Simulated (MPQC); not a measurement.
# One shape, several levels: CuOH (SMILES [OH][Cu])

Wanted: a comparison of 4 runs (HF/3-21G, HF/def2-SVP, PBE/pcseg-1, BLYP/def2-TZVP) of CuOH. 

The results are computed with MPQC 2.3.1.

2 further runs of the same task are left out: 2 that didn't finish.

### Step 1. The molecule

The species is CuOH (3 atoms), meant as a singlet with charge 0. As SMILES, `[OH][Cu]`. Geometry: a GFN2-xTB relaxation, a rough one for these elements and not checked as a minimum.

Bond lengths: O1–Cu2 1.743 Å, O1–H3 0.955 Å. Angles: Cu2–O1–H3 113.3°.

### Step 2. Energy and forces at HF/3-21G (run 1)

Input file run.in:

```
% CuHO
molecule<Molecule>: (
   symmetry = c1
   unit = angstrom
   { atoms geometry } = {
      O  [ -0.308050    -0.387300    -0.218170 ]
      Cu [ 1.156420     0.013310     0.636910 ]
      H  [ -0.848370     0.373990    -0.418740 ]
   }
)
basis<GaussianBasisSet>: (
   name = "3-21G"
   molecule = $:molecule
   basisdir = "."
   puream = yes
)
mpqc: (
   checkpoint = no
   savestate = no
   restart = no
   do_energy = yes
   do_gradient = yes
   optimize = no
   mole<CLHF>: (
      molecule = $:molecule
      basis = $:basis
      total_charge = 0
      memory = 1000000000
      print_evals = yes
      maxiter = 120
      value_accuracy = 1e-08
      guess_wavefunction<CLHF>: (
         molecule = $:molecule
         total_charge = 0
         memory = 1000000000
         value_accuracy = 1e-3
         basis<GaussianBasisSet>: (
            name = "3-21G"
            molecule = $:molecule
         )
      )
   )
)
```

The basis set 3-21G is read from a file made from the Basis Set Exchange's data (not shown).

Launch:

```console
mpqc run.in > run.out
```

The log of the run:

```text
MPQC: Massively Parallel Quantum Chemistry
[...]
  LUMO is    20   A =   0.037440
  total scf energy = -1705.7344889951
[...]
Value of the MolecularEnergy: -1705.7344889951
  Gradient of the MolecularEnergy:
      1   -0.0593895923
      2   -0.0097437481
      3   -0.0338548723
      4    0.0495671536
      5    0.0162607948
      6    0.0292831567
      7    0.0098224388
      8   -0.0065170468
      9    0.0045717156
  Function Parameters:
    value_accuracy    = 9.040988e-09 (1.000000e-08) (computed)
[...]
      symmetry = c1
[...]
```

Wall time 1.3 s (1 thread of Arm Neoverse V2, shared host).

### Step 3. Energy and forces at HF/def2-SVP (run 2)

Input file job.in:

```
molecule<Molecule>: (
  symmetry = c1
  unit = angstrom
  { atoms geometry } = {
    O  [ -0.308050 -0.387300 -0.218170 ]
    Cu [ 1.156420 0.013310 0.636910 ]
    H  [ -0.848370 0.373990 -0.418740 ]
  }
)
basis<GaussianBasisSet>: (
  name = "def2-SVP"
  molecule = $:molecule
  basisdir = "."
  puream = yes
)
mpqc: (
  checkpoint = no
  savestate = no
  restart = no
  do_energy = yes
  do_gradient = yes
  optimize = no
  mole<CLHF>: (
    molecule = $:molecule
    basis = $:basis
    total_charge = 0
    memory = 1000000000
    print_evals = yes
    maxiter = 120
    value_accuracy = 1e-08
    guess_wavefunction<ExtendedHuckelWfn>: (
      molecule = $:molecule
      total_charge = 0
      multiplicity = 1
      basis<GaussianBasisSet>: (
        name = "STO-3G"
        molecule = $:molecule
      )
    )
  )
)
```

The basis set def2-SVP is read from a file made from the Basis Set Exchange's data (not shown).

Launch:

```console
mpqc job.in > job.out
```

The log of the run:

```text
MPQC: Massively Parallel Quantum Chemistry
[...]
  CLSCF::init: total charge = 0
[...]
  nbasis = 50
[...]
  iter     1 energy = -1529.8955017297 delta = 2.19092e-01
[...]
  LUMO is    20   A =   0.019036
  total scf energy = -1714.0520300534
[...]
Value of the MolecularEnergy: -1714.0520300534
  Gradient of the MolecularEnergy:
      1    0.0404111677
      2   -0.0041948609
      3    0.0216678158
      4   -0.0357603291
      5   -0.0077813551
      6   -0.0206269353
      7   -0.0046508386
      8    0.0119762160
      9   -0.0010408805
  Function Parameters:
    value_accuracy    = 7.262441e-09 (1.000000e-08) (computed)
[...]
      symmetry = c1
[...]
```

Run time: 2.2 s. Hardware: 1 thread of Arm Neoverse V2, shared host; peak memory 0.13 GiB.

Run 3 isn't shown in full; the table further down has it.

### Step 4. Energy and gradient at BLYP/def2-TZVP (run 4)

Input file job.in:

```
% emacs should use -*- KeyVal -*- mode
molecule<Molecule>: (
   symmetry = c1
   unit = angstrom
   { atoms geometry } = {
      O  [ -0.308050    -0.387300    -0.218170 ]
      Cu [ 1.156420     0.013310     0.636910 ]
      H  [ -0.848370     0.373990    -0.418740 ]
   }
)
basis<GaussianBasisSet>: (
   name = "def2-TZVP"
   molecule = $:molecule
   basisdir = "."
   puream = yes
)
mpqc: (
   checkpoint = no
   savestate = no
   restart = no
   do_energy = yes
   do_gradient = yes
   optimize = no
   mole<CLKS>: (
      molecule = $:molecule
      basis = $:basis
      total_charge = 0
      memory = 1000000000
      print_evals = yes
      maxiter = 120
      value_accuracy = 1e-08
      functional<StdDenFunctional>: ( name = "BLYP" )
      integrator<RadialAngularIntegrator>: ( grid = xfine )
      guess_wavefunction<CLHF>: (
         molecule = $:molecule
         total_charge = 0
         memory = 1000000000
         value_accuracy = 1e-3
         basis<GaussianBasisSet>: (
            name = "3-21G"
            molecule = $:molecule
         )
      )
   )
)
```

The basis set def2-TZVP is read from a file made from the Basis Set Exchange's data (not shown).

Launch:

```console
mpqc -o job.out job.in
```

The log of the run:

```text
MPQC: Massively Parallel Quantum Chemistry
[...]
  WARNING: BeckeIntegrationWeight usually uses the atomic maximum
           probability radius, however this is not available for
[...]
  Integrated electron density error = -0.001558834646
  iter     1 energy = -1714.3311574744 delta = 4.04837e-01
[...]
  Integrated electron density error = 0.000004631174
  iter    21 energy = -1716.4572477497 delta = 1.38120e-06
  Integrated electron density error = 0.000004631179
  iter    22 energy = -1716.4572477498 delta = 3.45797e-07
  Integrated electron density error = 0.000004631197
  iter    23 energy = -1716.4572477498 delta = 5.44085e-08
[...]
  LUMO is    20   A =  -0.128975
  total scf energy = -1716.4572477498
[...]
  Integrated electron density error = 0.000004623169
  Total Gradient:
[...]
Value of the MolecularEnergy: -1716.4572477498
  Gradient of the MolecularEnergy:
      1    0.0078128397
      2    0.0242401970
      3    0.0073661139
      4   -0.0167296338
      5   -0.0064768275
      6   -0.0100181221
      7    0.0089167941
      8   -0.0177633695
      9    0.0026520081
  Closed Shell Kohn-Sham (CLKS) Parameters:
    Function Parameters:
[...]
        symmetry = c1
[...]
```

Wall time 45 s (1 thread of Arm Neoverse V2, shared host); peak memory 0.5 GiB.

### Step 5. Overview of the runs

```csv
run,level,starting guess,integration grid,energy (Eh),HOMO energy (eV),LUMO energy (eV),HOMO–LUMO gap (eV),wall time
1,HF/3-21G,3-21G,–,-1705.734489,-8.61,1.02,9.63,1.3 s
2,HF/def2-SVP,huckel STO-3G,–,-1714.052030,-9.71,0.52,10.23,2.2 s
3,PBE/pcseg-1,STO-3G,xfine,-1715.812813,-4.66,-3.11,1.55,17 s
4,BLYP/def2-TZVP,3-21G,xfine,-1716.457248,-5.08,-3.51,1.57,45 s
```

### Step 6. Results

| quantity | value |
| --- | --- |
| run 4: total energy | -1716.45725 Eh |
| run 4: HOMO energy | -5.08 eV |
| run 4: LUMO energy | -3.51 eV |
| run 4: HOMO–LUMO gap | 1.57 eV |
| run 4: largest force on an atom | 1.363 eV/Å |

In words: The HOMO–LUMO gap runs from 1.55 eV (PBE/pcseg-1) to 10.23 eV (HF/def2-SVP). The two ends differ in method and basis. Totals of different functionals can't be ranked against each other. All runs together took 66 s, the longest 45 s.
